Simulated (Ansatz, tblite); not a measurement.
**The cluster Si₂₀AsH₂₈−: one state, many levels**

How do method and basis change the picture of the cluster Si₂₀AsH₂₈− (singlet)?

Program: Ansatz 0.2.0, Gaussian basis. Level of theory: as each input shows. These are calculated values, not measurements.

The runs, in order: GFN1-xTB, GFN2-xTB, PBE-D4/def2-SVP, r2SCAN-D4/def2-SVP, HSE06-D4/def2-SVP, BLYP-D4/def2-SVP, CAM-B3LYP-D4/def2-SVP, LC-ωPBE(0.10)/def2-SVP, LC-ωPBE(0.15)/def2-SVP, LC-ωPBE(0.20)/def2-SVP, LC-ωPBE(0.30)/def2-SVP, PBE0-D4/def2-TZVP, PBE-D4/def2-TZVP, HF/6-31G, B3LYP-D4/6-31G, MP2/def2-SVP, RPA/def2-SVP.

### 1 The geometry

The geometry is that of the singlet, from an earlier relaxation (PBE-D4/def2-SVP).

49 atoms, charge -1, spin multiplicity 1.

Bond lengths: As1–Si14 2.409 Å, As1–H22 1.558 Å, As1–H23 1.541 Å, Si2–Si9 2.364 Å, Si2–Si15 2.367 Å, Si2–H24 1.501 Å, Si2–H25 1.526 Å, Si3–Si14 2.351 Å, Si3–Si16 2.358 Å, Si3–H26 1.515 Å, Si3–H27 1.517 Å, Si4–Si14 2.351 Å, Si4–Si17 2.352 Å, Si4–H28 1.514 Å, Si4–H29 1.515 Å, Si5–Si17 2.363 Å, Si5–Si18 2.368 Å, Si5–H30 1.538 Å and more. Angles: Si14–As1–H22 90.7°, Si14–As1–H23 92.8°, H22–As1–H23 90.3°, Si9–Si2–Si15 106.8°, Si9–Si2–H24 118.7°, Si9–Si2–H25 103.3°, Si15–Si2–H24 118.0°, Si15–Si2–H25 101.1°, H24–Si2–H25 106.6°, Si14–Si3–Si16 117.0°, Si14–Si3–H26 110.2°, Si14–Si3–H27 106.2°, Si16–Si3–H26 109.1°, Si16–Si3–H27 107.7°, H26–Si3–H27 105.9°, Si14–Si4–Si17 106.1°, Si14–Si4–H28 108.2°, Si14–Si4–H29 110.3° and more.

The ion is computed in the gas phase, without counter-ions or solvent.

PBE0-D4/def2-SVP was run before; its log isn't repeated, and its numbers join the tables.

### 2 GFN1-xTB

Tight binding, by tblite at 300 K electronic temperature and without a spin-polarisation term:

```python
tblite.interface.Calculator('GFN1-xTB', numbers, positions, charge=-1, uhf=0).singlepoint()
```

Energy -1484.2295 eV, HOMO -7.97 eV, LUMO -5.89 eV; 0.43 s.

### 3 GFN2-xTB

Tight binding, by tblite at 300 K electronic temperature and without a spin-polarisation term:

```python
tblite.interface.Calculator('GFN2-xTB', numbers, positions, charge=-1, uhf=0).singlepoint()
```

Energy -1390.1475 eV, HOMO -5.36 eV, LUMO -3.23 eV; 0.54 s.

### 4 PBE-D4/def2-SVP

start.molden holds the orbitals of an earlier run on this state, given as this run's starting guess.

File in.yaml:

```yaml
crystal:
  periodic: [false, false, false]
  atoms:
    - {symbol: As, position_ang: [-4.092851, -1.800894, -1.064416]}
    - {symbol: Si, position_ang: [-2.762714, 2.384376, -0.461632]}
    - {symbol: Si, position_ang: [-1.672511, -0.503525, -3.887891]}
    - {symbol: Si, position_ang: [-0.740009, -3.655465, -1.918464]}
    - {symbol: Si, position_ang: [-1.172521, -0.661566, 0.440068]}
    - {symbol: Si, position_ang: [1.783476, -3.610226, 0.889085]}
    - {symbol: Si, position_ang: [1.643025, -0.821221, -1.762447]}
    - {symbol: Si, position_ang: [1.565013, -0.906783, 3.519310]}
    - {symbol: Si, position_ang: [-0.749111, 2.480618, -1.695599]}
    - {symbol: Si, position_ang: [-0.584092, 4.738715, 1.224168]}
    - {symbol: Si, position_ang: [1.848865, 1.799496, 1.026241]}
    - {symbol: Si, position_ang: [-1.230006, 1.677456, 3.244124]}
    - {symbol: Si, position_ang: [4.447598, -0.928626, 0.895649]}
    - {symbol: Si, position_ang: [-2.525575, -2.401202, -2.792356]}
    - {symbol: Si, position_ang: [-2.262756, 3.150866, 1.721731]}
    - {symbol: Si, position_ang: [0.117048, 0.623127, -2.844278]}
    - {symbol: Si, position_ang: [0.368845, -2.243548, -0.399261]}
    - {symbol: Si, position_ang: [0.273680, 0.361096, 2.012286]}
    - {symbol: Si, position_ang: [3.077929, -2.239402, 2.296212]}
    - {symbol: Si, position_ang: [3.116054, 0.473319, -0.450158]}
    - {symbol: Si, position_ang: [0.795866, 3.486688, -0.219521]}
    - {symbol: H, position_ang: [-5.111441, -2.852832, -1.595761]}
    - {symbol: H, position_ang: [-3.521486, -2.839992, -0.080810]}
    - {symbol: H, position_ang: [-3.634128, 1.169881, -0.599148]}
    - {symbol: H, position_ang: [-3.565978, 3.560410, -1.008679]}
    - {symbol: H, position_ang: [-2.786206, 0.485329, -4.165413]}
    - {symbol: H, position_ang: [-1.189403, -0.978570, -5.245404]}
    - {symbol: H, position_ang: [-1.312469, -4.879045, -1.234404]}
    - {symbol: H, position_ang: [0.145525, -4.160384, -3.039353]}
    - {symbol: H, position_ang: [-1.866747, -1.519657, 1.511198]}
    - {symbol: H, position_ang: [0.954818, -4.547803, 1.740028]}
    - {symbol: H, position_ang: [2.695117, -4.485028, 0.051555]}
    - {symbol: H, position_ang: [2.450656, -1.512934, -2.842419]}
    - {symbol: H, position_ang: [0.692219, -1.837387, 4.333666]}
    - {symbol: H, position_ang: [2.330409, -0.053410, 4.510863]}
    - {symbol: H, position_ang: [-0.984352, 3.516951, -2.783895]}
    - {symbol: H, position_ang: [-1.145657, 5.956731, 0.524849]}
    - {symbol: H, position_ang: [0.140708, 5.221856, 2.459008]}
    - {symbol: H, position_ang: [2.774954, 2.421466, 2.051612]}
    - {symbol: H, position_ang: [-2.267179, 0.791648, 3.898559]}
    - {symbol: H, position_ang: [-0.617985, 2.518566, 4.345830]}
    - {symbol: H, position_ang: [5.311539, -1.843052, 0.053279]}
    - {symbol: H, position_ang: [5.394136, -0.084917, 1.722667]}
    - {symbol: H, position_ang: [-3.281002, -3.189119, -3.845860]}
    - {symbol: H, position_ang: [-3.475292, 3.828299, 2.326430]}
    - {symbol: H, position_ang: [0.888027, 1.271887, -3.984686]}
    - {symbol: H, position_ang: [3.969110, -3.056535, 3.212258]}
    - {symbol: H, position_ang: [4.013534, 1.326151, -1.324498]}
    - {symbol: H, position_ang: [1.812920, 4.327792, -0.959725]}
basis:
  gaussian: {orbitals: def2-SVP, fitting: {mean_field: def2-universal-jkfit}, initial_orbitals: start.molden}
total_charge: -1
hamiltonian: {xc: pbe, dispersion: d4}
scf: {omitted_lower_state_checks: [starts]}
output: {forces: true, orbitals: {seedname: orbitals}}
```

Command:

```bash
$ ansatz run in.yaml --threads 2 --pin off --events-out ev --progress --plain --max-ram 20480MiB --backend cuda --devices 0, --max-vram 18GiB
```

The runs that follow: r2SCAN-D4/def2-SVP; HSE06-D4/def2-SVP; BLYP-D4/def2-SVP; CAM-B3LYP-D4/def2-SVP; LC-ωPBE(0.10)/def2-SVP; LC-ωPBE(0.15)/def2-SVP; LC-ωPBE(0.20)/def2-SVP; LC-ωPBE(0.30)/def2-SVP; PBE0-D4/def2-TZVP; PBE-D4/def2-TZVP; HF/6-31G; B3LYP-D4/6-31G; MP2/def2-SVP; RPA/def2-SVP.

Before running them: what should the planned runs give, taken together? Wanted: gap in def2-SVP, named functionals, smallest and largest; gap over the ω; correlation energy, MP2/def2-SVP; PBE0 total energy, smallest basis above largest.

**Answer**, as computed:

| quantity | value |
| --- | --- |
| gap in def2-SVP, named functionals, smallest and largest | 2.52 eV (PBE-D4), 6.05 eV (CAM-B3LYP-D4) |
| gap over the ω (1/bohr) | 5.15 eV at 0.1, 7.44 eV at 0.3 |
| correlation energy, MP2/def2-SVP | -60.53 eV |
| PBE0 total energy, smallest basis above largest | 61.16 eV (def2-SVP, def2-TZVP) |

**Reading.** Orbital gaps of the named functionals in def2-SVP span 2.52 eV (PBE-D4) to 6.05 eV (CAM-B3LYP-D4); exact exchange widens it. Raising the ω (1/bohr) from 0.1 to 0.3 moves the HOMO by -1.23 eV and the LUMO by +1.07 eV.
